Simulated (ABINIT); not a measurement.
# NiC (Fm-3m) in ABINIT: further runs

Runs on NiC. Level: LDA+U. Tasks: relaxation of cell and atoms, single point, phonons.

Program: ABINIT 10.8.3 (patched build). These are calculated values, not measurements. Logs are shortened: lines on timing, memory, paths and dates and some standing lists are left out, and cuts for length are marked. The log counts tension as positive stress, the text compression.

## Step 1: The structure

The structure is cubic, space group Fm-3m (No. 225). The conventional cell has a = 4.068 Å, b = 4.068 Å, c = 4.068 Å, α = 90.00°, β = 90.00°, γ = 90.00°. Ni (site symmetry m-3m) is surrounded by 6 C at 2.03 Å. C (site symmetry m-3m) has 6 Ni at 2.03 Å as nearest neighbours.

The cell was built by a generator and needn't be a form met in nature.

## Step 2: Relaxation of cell and atoms, LDA+U, collinear spin, ferromagnetic start

run.abi

```
pp_dirpath "./"
pseudos "Ni.LDA_PW-JTH.xml, C.LDA_PW-JTH.xml"

acell 5.4359504477 5.4359504477 5.4359504477
rprim
     0.0000000000     0.7071067812     0.7071067812
     0.7071067812     0.0000000000     0.7071067812
     0.7071067812     0.7071067812     0.0000000000
ntypat 2
znucl 28 6
natom 2
typat 1 2
chkprim 0
chksymtnons 0
tolsym 1.0e-6
xred
            1/2            1/2            1/2
            0.0            0.0            0.0

ecut 1115.666836 eV
pawecutdg 63.0
ecutsm 0.5

kptopt 1
ngkpt 8 8 8
nshiftk 1
shiftk 0.0 0.0 0.0

ixc 7

nband 16
occopt 3
tsmear 0.00183747

nsppol 2
spinat
     0.0000000000     0.0000000000     1.0000000000
     0.0000000000     0.0000000000     0.0000000000

usepawu 1
lpawu 2 -1
upawu 1.0 0.0 eV
jpawu 0.9 0.0 eV

nstep 80
tolvrs 1.0e-10

iomode 3
prteig 0
prtebands 0
prtwf 0
prtden 0

ionmov 2
optcell 2
ntime 50
tolmxf 2.0e-5
dilatmx 1.08
```

Potentials or basis: JTH PAW LDA v2.0.

On the command line:

```
$ abinit run.abi > log 2>&1
```

run.abo:

```text
.Version 10.8.3 of ABINIT
 Symmetries : space group Fm -3 m (#225); Bravais cF (face-center cubic)
================================================================================
 Values of the parameters that define the memory need of the present run
     intxc =       0    ionmov =       2      iscf =      17    lmnmax =      18
     lnmax =       6     mgfft =      36  mpssoang =       3    mqgrid =    3001
     natom =       2  nloc_mem =       2    nspden =       2   nspinor =       1
    nsppol =       2      nsym =      48    n1xccc =       1    ntypat =       2
    occopt =       3   xclevel =       1
       mpw =        1814          nfft =       46656          nkpt =          29
 PAW method is used; the additional fine FFT grid is defined by:
   mgfftf=        45    nfftf =     91125
================================================================================
================================================================================

--------------------------------------------------------------------------------
------------- Echo of variables that govern the present computation ------------
--------------------------------------------------------------------------------
 -outvars: echo values of preprocessed input variables --------
            acell      5.4359504477E+00  5.4359504477E+00  5.4359504477E+00 Bohr
              amu      5.86900000E+01  1.20110000E+01
          chkprim           0
      chksymtnons           0
          dilatmx      1.08000000E+00
             ecut      4.10000000E+01 Hartree
           ecutsm      5.00000000E-01 Hartree
           ionmov           2
              ixc           7
            jpawu      3.30743900E-02  0.00000000E+00 Hartree
         kptrlatt        8    0    0      0    8    0      0    0    8
          kptrlen      4.34876036E+01
            lpawu           2      -1
            natom           2
            nband          16
            ngfft          36      36      36
          ngfftdg          45      45      45
             nkpt          29
           nspden           2
           nsppol           2
            nstep          80
             nsym          48
            ntime          50
           ntypat           2
           occopt           3
          optcell           2
        pawecutdg      6.30000000E+01 Hartree
           prtden           0
        prtebands           0
           prteig           0
            prtwf           0
            rprim      0.0000000000E+00  7.0710678120E-01  7.0710678120E-01
                       7.0710678120E-01  0.0000000000E+00  7.0710678120E-01
                       7.0710678120E-01  7.0710678120E-01  0.0000000000E+00
          spgroup         225
           spinat      0.0000000000E+00  0.0000000000E+00  1.0000000000E+00
                       0.0000000000E+00  0.0000000000E+00  0.0000000000E+00
           tolmxf      2.00000000E-05
           tolsym      1.00000000E-06
           tolvrs      1.00000000E-10
           tsmear      1.83747000E-03 Hartree
            typat      1  2
            upawu      3.67493222E-02  0.00000000E+00 Hartree
          usepawu           1
           useylm           1
           xangst      2.0340499986E+00  2.0340499986E+00  2.0340499986E+00
                       0.0000000000E+00  0.0000000000E+00  0.0000000000E+00
            xcart      3.8437974238E+00  3.8437974238E+00  3.8437974238E+00
                       0.0000000000E+00  0.0000000000E+00  0.0000000000E+00
             xred      5.0000000000E-01  5.0000000000E-01  5.0000000000E-01
                       0.0000000000E+00  0.0000000000E+00  0.0000000000E+00
            znucl       28.00000    6.00000

================================================================================

 chkinp: Checking input parameters for consistency.

================================================================================
== DATASET  1 ==================================================================

--- !DatasetInfo
iteration_state: {dtset: 1, }
dimensions: {natom: 2, nkpt: 29, mband: 16, nsppol: 2, nspinor: 1, nspden: 2, mpw: 1814, }
cutoff_energies: {ecut:  41.0, pawecutdg:  63.0, }
electrons: {nelect:   2.20000000E+01, charge:   0.00000000E+00, occopt:   3.00000000E+00, tsmear:   1.83747000E-03, }
[... 36 lines left out ...]
 Spheres core radius: rc_sph= 1.50736703
 Shapefunction is SIN type: shapef(r)=[sin(pi*r/rshp)/(pi*r/rshp)]**2
 Radius for shape functions =  1.30052589
 Compensation charge density is not taken into account in XC energy/potential

   5.76000091E+02                                ecore*ucvol(ha*bohr**3)
--------------------------------------------------------------------------------

 ******************************************
 DFT+U Method used: FLL
 ******************************************

================================================================================

=== [ionmov= 2] Broyden-Fletcher-Goldfarb-Shanno method (forces)
================================================================================

--- Iteration: ( 1/50) Internal Cycle: (1/1)
--------------------------------------------------------------------------------

---SELF-CONSISTENT-FIELD CONVERGENCE--------------------------------------------
[... 514 lines left out ...]
 Difference of energy with previous step (new-old):
           Absolute (Ha)=-5.08567E-07
           Relative     =-2.87828E-09

 At Broyd/MD step   4, gradients are converged :
  max grad (force/stress) = 8.8841E-06 < tolmxf= 2.0000E-05 ha/bohr (free atoms)

================================================================================

 ----iterations are completed or convergence reached----

 Mean square residual over all n,k,spin=   89.772E-15; max=  50.175E-12
 reduced coordinates (array xred) for    2 atoms
       0.500000000000      0.500000000000      0.500000000000
       0.000000000000      0.000000000000      0.000000000000
 rms dE/dt=  0.0000E+00; max dE/dt=  0.0000E+00; dE/dt below (all hartree)
    1       0.000000000000      0.000000000000      0.000000000000
    2       0.000000000000      0.000000000000      0.000000000000

 cartesian coordinates (angstrom) at end:
    1      1.99360810482533     1.99360810482533     1.99360810482533
    2      0.00000000000000     0.00000000000000     0.00000000000000

 cartesian forces (hartree/bohr) at end:
    1     -0.00000000000000    -0.00000000000000    -0.00000000000000
    2     -0.00000000000000    -0.00000000000000    -0.00000000000000
 frms,max,avg= 0.0000000E+00 0.0000000E+00   0.000E+00  0.000E+00  0.000E+00 h/b

 cartesian forces (eV/Angstrom) at end:
    1     -0.00000000000000    -0.00000000000000    -0.00000000000000
    2     -0.00000000000000    -0.00000000000000    -0.00000000000000
 frms,max,avg= 0.0000000E+00 0.0000000E+00   0.000E+00  0.000E+00  0.000E+00 e/A
 length scales=  5.327870444388  5.327870444388  5.327870444388 bohr
              =  2.819387619901  2.819387619901  2.819387619901 angstroms
 Fermi (or HOMO) energy (hartree) =   0.44328   Average Vxc (hartree)=  -0.51408
 Magnetization (Bohr magneton)=  9.61797753E-10
 Total spin up =  1.10000000E+01   Total spin down =  1.10000000E+01
 Eigenvalues (hartree) for nkpt=  29  k points, SPIN UP:
 kpt#   1, nband= 16, wtk=  0.00195, kpt=  0.0000  0.0000  0.0000 (reduced coord)
  -3.36726   -1.92667   -1.92667   -1.92667   -0.13498    0.31852    0.31852    0.31852
   0.32771    0.32771    0.48735    0.48735    0.48735    0.89424    1.07752    1.13237
      occupation numbers for kpt#   1
   1.00000    1.00000    1.00000    1.00000    1.00000    1.00000    1.00000    1.00000
   1.00000    1.00000    0.00000    0.00000    0.00000    0.00000    0.00000    0.00000
 prteigrs : prtvol=0 or 1, do not print more k-points.

 Eigenvalues (hartree) for nkpt=  29  k points, SPIN DOWN:
 kpt#   1, nband= 16, wtk=  0.00195, kpt=  0.0000  0.0000  0.0000 (reduced coord)
  -3.36726   -1.92667   -1.92667   -1.92667   -0.13498    0.31852    0.31852    0.31852
   0.32771    0.32771    0.48735    0.48735    0.48735    0.89424    1.07752    1.13237
      occupation numbers for kpt#   1
   1.00000    1.00000    1.00000    1.00000    1.00000    1.00000    1.00000    1.00000
   1.00000    1.00000    0.00000    0.00000    0.00000    0.00000    0.00000    0.00000
 prteigrs : prtvol=0 or 1, do not print more k-points.

--- !EnergyTerms
iteration_state     : {dtset: 1, itime: 4, icycle: 1, }
comment             : Components of total free energy in Hartree
kinetic             :  3.21480516278546E+01
hartree             :  4.43620135519607E+01
xc                  : -8.71781617354229E+00
Ewald energy        : -1.13857487342434E+02
psp_core            :  5.38612691436275E+00
local_psp           : -1.30819531545231E+02
PAW spherical_terms : -5.19258967791367E+00
internal            : -1.76691232644942E+02
'-kT*entropy'       : -2.58312810341590E-04
total_energy        : -1.76691490957753E+02
total_energy_eV     : -4.80802040682967E+03
...

--- !EnergyTermsDC
iteration_state     : {dtset: 1, itime: 4, icycle: 1, }
comment             : '"Double-counting" decomposition of free energy'
band_energy         : -1.46193932476378E+01
Ewald energy        : -1.13857487342434E+02
psp_core            :  5.38612691436275E+00
xc_dc               : -4.22060836603939E+01
PAW spherical_terms : -1.13943952661780E+01
internal            : -1.76691232602281E+02
'-kT*entropy'       : -2.58312810341590E-04
total_energy_dc     : -1.76691490915091E+02
total_energy_dc_eV  : -4.80802040566878E+03
...

--- !EnergyTermsWithPAWCore
iteration_state     : {dtset: 1, itime: 4, icycle: 1, }
comment             : 'Components of total free energy, including PAW core contributions'
Total energy        : -1.55609592301051E+03
Total energy DC     : -1.55609592296785E+03
Total energy (eV)   : -4.23435271968353E+04
Total energy DC (eV): -4.23435271956744E+04
...

 Cartesian components of stress tensor (hartree/bohr^3)
  sigma(1 1)= -8.88406818E-08  sigma(3 2)=  0.00000000E+00
  sigma(2 2)= -8.88406818E-08  sigma(3 1)=  0.00000000E+00
  sigma(3 3)= -8.88406819E-08  sigma(2 1)=  0.00000000E+00

-Cartesian components of stress tensor (GPa)         [Pressure=  2.6138E-03 GPa]
- sigma(1 1)= -2.61378310E-03  sigma(3 2)=  0.00000000E+00
- sigma(2 2)= -2.61378310E-03  sigma(3 1)=  0.00000000E+00
- sigma(3 3)= -2.61378310E-03  sigma(2 1)=  0.00000000E+00

== END DATASET(S) ==============================================================
================================================================================

 -outvars: echo values of variables after computation  --------
            acell      5.3278704444E+00  5.3278704444E+00  5.3278704444E+00 Bohr
           etotal     -1.7669149092E+02
            fcart     -0.0000000000E+00 -0.0000000000E+00 -0.0000000000E+00
                      -0.0000000000E+00 -0.0000000000E+00 -0.0000000000E+00
            rprim      0.0000000000E+00  7.0710678119E-01  7.0710678119E-01
                       7.0710678119E-01  0.0000000000E+00  7.0710678119E-01
                       7.0710678119E-01  7.0710678119E-01  0.0000000000E+00
           strten     -8.8840681839E-08 -8.8840681846E-08 -8.8840681853E-08
                       0.0000000000E+00  0.0000000000E+00  0.0000000000E+00
           xangst      1.9936081048E+00  1.9936081048E+00  1.9936081048E+00
                       0.0000000000E+00  0.0000000000E+00  0.0000000000E+00
             xred      5.0000000000E-01  5.0000000000E-01  5.0000000000E-01
                       0.0000000000E+00  0.0000000000E+00  0.0000000000E+00
 Calculation completed.
```

Wall time 3.2 min (1 thread of Arm Neoverse V2, shared host); peak memory 0.15 GiB.

Results:

| Quantity | Value |
| --- | --- |
| Free energy | -4808.0204 eV |
| Relaxed volume | 7.92 Å³/atom |
| Relaxed cell | a = 2.819 Å, b = 2.819 Å, c = 2.819 Å, α = 60.00°, β = 60.00°, γ = 60.00° |
| Space group after relaxing (to 0.05 Å) | Fm-3m (No. 225) |
| Energy gained by relaxing | 26.4 meV/atom |
| Ionic steps | 4 |
| Pressure after relaxing | 0.0 GPa |
| Band gap on the k mesh | none (metal or under the smearing width) |
| Net moment | 0.00 μB per cell |

Step by step:
```
step  energy change (eV)  largest force (eV/Å)  pressure (GPa)  volume (Å³)
   1              0.0000                0.0000          -16.27        16.83
   2             -0.0513                0.0000           -3.05        16.01
   3             -0.0529                0.0000            0.29        15.83
   4             -0.0529                0.0000            0.00        15.85
```

Final structure:
```cif
data_structure
_symmetry_space_group_name_H-M 'P 1'
_symmetry_Int_Tables_number 1
_cell_length_a 2.8194
_cell_length_b 2.8194
_cell_length_c 2.8194
_cell_angle_alpha 60.000
_cell_angle_beta 60.000
_cell_angle_gamma 60.000
_cell_volume 15.85
loop_
_atom_site_label
_atom_site_type_symbol
_atom_site_fract_x
_atom_site_fract_y
_atom_site_fract_z
_atom_site_occupancy
Ni1 Ni 0.50000 0.50000 0.50000 1
C1 C 0.00000 0.00000 0.00000 1
```

Caveat: the U is typed as a test and isn't derived for this compound. The state reached can hang on the start; a lower one may exist.

## Step 3: Single point, LDA+U, collinear spin, ferromagnetic start (cell relaxed)

run.abi

```
pp_dirpath "./"
pseudos "Ni.LDA_PW-JTH.xml, C.LDA_PW-JTH.xml"

acell 5.3278704546 5.3278704546 5.3278704546
rprim
     0.0000000000     0.7071067812     0.7071067812
     0.7071067812     0.0000000000     0.7071067812
     0.7071067812     0.7071067812     0.0000000000
ntypat 2
znucl 28 6
natom 2
typat 1 2
xred
     0.5000000000     0.5000000000     0.5000000000
     0.0000000000     0.0000000000     0.0000000000
chkprim 0
chksymtnons 0
tolsym 1.0e-6

ecut 41.0
pawecutdg 63.0

kptopt 1
ngkpt 8 8 8
nshiftk 1
shiftk 0.0 0.0 0.0

ixc 7

nband 16
occopt 3
tsmear 0.05 eV

nsppol 2
spinat
     0.0000000000     0.0000000000     1.0000000000
     0.0000000000     0.0000000000     0.0000000000

usepawu 1
lpawu 2 -1
upawu 1.0 0.0 eV
jpawu 0.9 0.0 eV

nstep 100
tolvrs 1.0e-9

iomode 3
prtwf 0
prtden 0
prteig 0
prtebands 0
enunit 2
```

Potentials or basis: JTH PAW LDA v2.0.

On the command line:

```
$ abinit run.abi > log 2>&1
```

It took 42 s on 1 thread of Arm Neoverse V2, shared host; peak memory 0.12 GiB.

The run converged. Its results:

```
Free energy                                           : -4808.0207 eV
Pressure                                              : -0.3 GPa
Band gap on the k mesh                                : none (metal or under the smearing width)
Net moment                                            : 0.00 μB per cell
Valence electrons inside the program's atomic spheres : Ni 15.91; C 2.37
```

Levels at points of the mesh, in eV from the Fermi level:
Spin up:
```csv
k point,band 8,band 9,band 10,band 11,band 12,band 13,band 14,band 15
"(0.00, 0.00, 0.00)",-3.39,-3.14,-3.14,1.20,1.20,1.20,12.27,17.26
"(0.50, 0.00, 0.00)",-5.50,-2.28,-2.28,-1.07,4.47,4.47,9.21,13.75
"(0.50, 0.50, 0.00)",-2.63,-1.96,-1.96,-1.75,-1.75,0.23,8.19,11.90
```
Spin down:
```csv
k point,band 8,band 9,band 10,band 11,band 12,band 13,band 14,band 15
"(0.00, 0.00, 0.00)",-3.39,-3.14,-3.14,1.20,1.20,1.20,12.27,17.26
"(0.50, 0.00, 0.00)",-5.50,-2.28,-2.28,-1.07,4.47,4.47,9.21,13.75
"(0.50, 0.50, 0.00)",-2.63,-1.96,-1.96,-1.75,-1.75,0.23,8.19,11.90
```

Eigenvalues of the final occupation matrices:
```
  site  spin  trace               eigenvalues
atom 1     1   3.75  0.60 0.60 0.85 0.85 0.85
atom 1     2   3.75  0.60 0.60 0.85 0.85 0.85
```

Caveat: the U is typed as a test and isn't derived for this compound. The state reached can hang on the start; a lower one may exist.

(Continued in part 2 of 2.)
